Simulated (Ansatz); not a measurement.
This script drives Ansatz's Python interface.

`rb3sr.yaml`
```yaml
crystal:
  lattice:
    - [6.828638, 0.0, 0.0]
    - [0.0, 6.828638, 0.0]
    - [0.0, 0.0, 6.828638]
  atoms:
    - { symbol: Rb, position: [0.5, 0.0, 0.0] }
    - { symbol: Rb, position: [0.0, 0.5, 0.0] }
    - { symbol: Rb, position: [0.0, 0.0, 0.5] }
    - { symbol: Sr, position: [0.5, 0.5, 0.5] }
kpoints:
  mp_grid: { grid: [4, 4, 4] }
hamiltonian:
  xc: r2scan
scf:
  occupations: { method: gaussian, width: 0.15 }
output:
  forces: true
  stress: true
  eigenvalues: true
```

Script `rb3sr.py`:
```python
"""Run a YAML input for Rb3Sr from Python."""

import ansatz as az
import numpy as np
import yaml


def main() -> None:
    with open("rb3sr.yaml") as handle:
        tree = yaml.safe_load(handle)
    print("sections:", list(tree))
    out = az.Session.from_dict(tree).plan().execute()
    summary = out.report

    for key in ("converged", "n_iterations", "n_electrons", "n_kpoints", "n_pw", "n_symmetry_ops", "free_energy_ev", "fermi_energy_ev"):
        print(f"{key:18s} {summary[key]}")

    # pressure is a third of the trace
    print("pressure by term (GPa)")
    for term, tensor in summary["stress_terms_gpa"].items():
        if np.any(tensor):
            print(f"  {term:28s} {np.trace(np.array(tensor)) / 3:12.3f}")
    print(f"  {'total':28s} {np.trace(np.array(summary['stress_gpa'])) / 3:12.3f}")

    # forces, one row an atom
    forces = np.array(summary["forces_ev_ang"])
    norms = np.linalg.norm(forces, axis=1)
    print("largest force {:.4f} eV/A on atom {}".format(norms.max(), norms.argmax()))
    print(np.array2string(forces, precision=4, suppress_small=True))

    fermi = summary["fermi_energy_ev"]
    print("levels less the Fermi level (eV) at the first k-points")
    for k, levels in list(zip(summary["kpoints_frac"], summary["eigenvalues_ev"]))[:6]:
        print("k = ({:.3f}, {:.3f}, {:.3f})".format(*k))
        print("   ", " ".join(f"{e - fermi:.3f}" for e in levels))


if __name__ == "__main__":
    main()
```

It is started by `python rb3sr.py`. How long does it take on 1 thread of Arm Neoverse V1, with other jobs on the host, and how much memory does it need?

It took about 15 s, with a peak of 1.1 GiB, for 1 run of the engine.

```console
$ python rb3sr.py
sections: ['crystal', 'kpoints', 'hamiltonian', 'scf', 'output']
DeckWarning: basis.ecutwfc = 500 eV, auto-derived from the records' recommended cutoffs: set by Rb (their level for a meta-GGA)
converged          True
n_iterations       8
n_electrons        37.0
n_kpoints          10
n_pw               8217
n_symmetry_ops     48
free_energy_ev     -13388.55818443478
fermi_energy_ev    2.603241330701795
pressure by term (GPa)
  kinetic                           273.058
  hartree                           133.173
  ewald                            -277.787
  local_pseudopotential            -339.792
  nonlocal_pseudopotential          286.413
  augmentation                        4.431
  nlcc                              -56.304
  xc                                -23.042
  augmentation_tail                   0.000
  scf_correction                     -0.000
  pulay_correction                    0.008
  total                               0.157
largest force 0.0000 eV/A on atom 3
[[ 0. -0.  0.]
 [-0.  0.  0.]
 [-0. -0.  0.]
 [ 0.  0.  0.]]
levels less the Fermi level (eV) at the first k-points
k = (0.000, 0.000, 0.000)
    -39.135 -29.786 -29.779 -29.779 -20.443 -20.443 -20.443 -13.373 -13.373 -13.373 -13.292 -13.292 -13.292 -13.271 -13.271 -13.271 -2.579 0.311 0.311 0.422 1.287 1.287 1.287 1.336 1.336 1.336 3.570
k = (0.000, 0.000, 0.250)
    -39.135 -29.785 -29.780 -29.779 -20.443 -20.442 -20.442 -13.366 -13.366 -13.360 -13.295 -13.295 -13.293 -13.286 -13.275 -13.275 -2.322 -0.412 0.484 0.641 1.268 1.268 1.320 1.320 1.445 1.765 3.236
k = (0.000, 0.000, -0.500)
    -39.135 -29.784 -29.781 -29.779 -20.443 -20.442 -20.442 -13.356 -13.356 -13.337 -13.313 -13.301 -13.301 -13.294 -13.278 -13.278 -1.800 -1.242 0.700 1.108 1.249 1.249 1.304 1.304 1.589 1.829 2.905
k = (0.000, 0.250, 0.250)
    -39.135 -29.784 -29.780 -29.779 -20.443 -20.443 -20.442 -13.374 -13.358 -13.339 -13.317 -13.296 -13.293 -13.285 -13.282 -13.271 -2.076 -0.253 -0.159 0.720 1.079 1.284 1.363 1.445 1.679 1.778 2.830
k = (0.000, 0.250, -0.500)
    -39.135 -29.783 -29.781 -29.779 -20.443 -20.443 -20.442 -13.372 -13.348 -13.335 -13.319 -13.303 -13.301 -13.288 -13.283 -13.270 -1.581 -1.014 0.204 0.497 1.194 1.308 1.333 1.540 1.561 2.093 2.546
k = (0.000, -0.500, -0.500)
    -39.135 -29.781 -29.781 -29.781 -20.443 -20.443 -20.442 -13.380 -13.348 -13.334 -13.303 -13.303 -13.301 -13.301 -13.292 -13.258 -1.174 -0.486 -0.486 -0.250 1.384 1.384 1.420 1.470 1.879 2.281 2.298
```
(Warnings from the package without file and line.)

Notes:
- Total energies depend on the potentials; only differences at equal settings carry meaning. A total without «per atom» is that of the cell as typed.
- The computed bands are complete only to about 2.3 eV above the Fermi level.
- The mesh is modest for a metal, so energies can be off by several to tens of meV an atom and pressures by half a GPa or more; differences at equal mesh fare better.
- An absolute Fermi energy rests on an arbitrary zero of the periodic potential and has no direct meaning.
- Pressure is positive in compression.
- This cell is a computed structure, which may not be the phase found in nature.
- Gaps and levels are Kohn-Sham values on a finite set of k-points, without spin-orbit coupling.

(Lines on the test bed's own set-up are left out of the output.)
